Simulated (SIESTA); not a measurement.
Crystal: Zr3N2.

```xyz
10
Lattice="2.8251 1.6311 5.2360 -2.8251 1.6311 5.2360 0.0000 -3.2622 5.2360" Properties=species:S:1:pos:R:3 pbc="T T T"
Zr   -0.9877   -1.6311    6.5450
Zr   -0.9187    1.6709    6.5450
Zr    1.9064   -0.0398    6.5450
Zr   -1.9064    0.0398    9.1629
Zr    0.9187   -1.6709    9.1629
Zr    0.9877    1.6311    9.1629
N     0.0000    0.0000    2.5365
N     0.0000    0.0000    5.3175
N     0.0000    0.0000   10.3904
N     0.0000    0.0000   13.1714
```

The cell comes from a database or a generator and needn't be the stable form of this composition.

| Property | Result |
| --- | --- |
| Program | SIESTA 5.4.2 |
| Task | single point |
| Functional | PBEsol |
| Potentials or basis | PseudoDojo 0.4 standard (PBEsol files) |
| Basis | DZP (energy shift 0.003 Ry; two zetas on semicore shells) |
| Grid cutoff | 800 Ry |
| Energy shift | 0.003 Ry |
| k mesh | 6 × 6 × 6 |
| Occupations | fermi-dirac, width 0.05 eV |
| Spin | no spin polarisation |

On this cell: pressure -2.4 GPa; largest force 0.054 eV/Å; band gap on the k mesh none (metal or under the smearing width).

The same run follows on a disturbed copy (atoms moved at random, drawn with an rms of 0.05 Å):

```
Zr N
1.0
     2.82512    1.63109    5.23597
    -2.82512    1.63109    5.23597
     0.00000   -3.26217    5.23597
Zr N
6 4
Cartesian
  -0.9849 -1.6490 6.5636
  -0.9322 1.6915 6.5779
  1.8796 -0.0111 6.5988
  -1.9209 0.0071 9.1072
  0.9521 -1.6161 9.1802
  1.0278 1.6284 9.1220
  0.0198 -0.0066 2.5294
  0.0151 -0.0256 5.3142
  -0.0199 -0.0268 10.4289
  -0.0256 -0.0060 13.1695
```

Question: What changes?

Answer: The energy (extrapolated to zero smearing) moves by +20.2 meV/atom; pressure -2.0 GPa; largest force 1.344 eV/Å; band gap on the k mesh none (metal or under the smearing width).

Forces on the atoms (eV/Å):
```
Zr  -0.117  0.521 -0.414
Zr   0.323 -0.563 -0.667
Zr   0.026 -0.578 -1.083
Zr   0.652  0.546  1.041
Zr  -0.642 -0.855  0.187
Zr  -0.446 -0.186  0.995
N   -0.039  0.312  0.205
N   -0.149  0.277  0.094
N    0.080  0.588 -0.455
N    0.312 -0.061  0.099
```

Stress tensor (GPa, compression positive):
```
-2.30  0.11 -0.16
 0.11 -2.44  0.15
-0.16  0.15 -1.37
```

Caveats: the basis of atomic orbitals isn't converged, which shifts pressures, moduli and gaps.
